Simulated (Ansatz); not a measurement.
What does this script print? It uses the Python package of Ansatz (0.2.0).

Script `c2h3ge_ip.py`:
```python
"""Vertical ionisation energy of C2H3Ge."""

import ansatz as az


def energy_of(molecule, charge=0, unpaired=0):
    calc = (
        molecule.calculation()
        .basis(gaussian="6-31G*")
        .functional("PBE", dispersion="d3bj")
    )
    if charge:
        calc = calc.charge(charge)
    if unpaired:
        calc = calc.spin("collinear", total=unpaired)
    report = calc.run(threads=1, backend="cpu").report
    if report["published_state_doubts"]:
        print("  doubts:", report["published_state_doubts"])
    return report["free_energy_ev"]

GEOMETRY = """
C    -0.59970   -1.68760   -0.12720
C    -0.06860   -0.59930   -0.00680
Ge    0.81850    1.04940    0.18920
H    -1.08620   -2.55070   -0.25950
H     0.81680    1.82400   -1.15160
H     0.16140    1.90020    1.30960
"""

geometry = az.Crystal.molecule()
for line in GEOMETRY.strip().splitlines():
    symbol, *xyz = line.split()
    geometry = geometry.atom(symbol, [float(v) for v in xyz])

# total-energy differences at one geometry
parent = energy_of(geometry, 0, 1)
cation = energy_of(geometry, 1, 0)
print(f"E(N)   = {parent:.5f} eV")
print(f"E(N-1) = {cation:.5f} eV  (0 unpaired)")
print(f"vertical ionisation energy {cation - parent:.3f} eV")
```

```console
$ python c2h3ge_ip.py
E(N)   = -58618.61985 eV
E(N-1) = -58610.46332 eV  (0 unpaired)
vertical ionisation energy 8.157 eV
```

At this unrelaxed geometry removing an electron costs 8.16 eV.

Notes:
- Total energies depend on the basis set; only differences at equal settings carry meaning.
- The geometry is a force-field or estimated start, not a minimum of this method, and the basis set is short of its limit. All parts are taken at fixed geometry, without zero-point energy. At an unrelaxed start these energies can be a whole eV from those at the minimum, and a small affinity can change sign.
- The species is open-shell (spin multiplicity 2).
- Only the spin states typed were run; another state of an ion can lie lower, by up to an eV or two.
- Timing: 2 s on 1 thread of Intel(R) Xeon(R) Processor @ 2.30GHz, with other jobs on the host, peak memory 0.22 GiB.
